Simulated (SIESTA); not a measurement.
Runs of SIESTA 5.4.2 on Hf. The cell holds a slab with vacuum, 5 atoms: a = 3.197 Å, b = 3.197 Å, c = 25.116 Å, α = 90.00°, β = 90.00°, γ = 120.00°. The slab is cut from a database's or a generator's crystal, which needn't be the stable form of the element.

```tsv
level	gap on the mesh (eV)	largest force (eV/Å)	work function (eV)
vdW-DF	none	0.77	(b)
vdW-DF-cx	none	0.80	4.14
vdW-DF-C09	none	(a)	4.15
vdW-DF2	none	0.80	(c)
PBE	none	0.76	4.07
optB88-vdW	none	0.79	4.14
```

Alike in all rows: task single point; potentials or basis PseudoDojo 0.4 standard (PBE files), DZP (energy shift 0.003 Ry; two zetas on semicore shells); no spin polarisation; cell as given; k mesh 10 × 10 × 1; smearing fermi-dirac 0.05 eV; grid cutoff 800 Ry; energy shift 0.003 Ry.

**Question.** Estimate the missing entries.

**Answer.** (a) 0.85; (b) 4.08; (c) 4.12.

Caveats: the basis of atomic orbitals isn't converged, which shifts pressures, moduli and gaps; the potentials were made for another functional, which shifts forces and pressure (some runs).

A k mesh can miss the band edges, and the runs leave out spin-orbit coupling on Hf.

A gap of «none» marks a metal or a gap under the smearing width.

Not every run made on this cell is shown here.
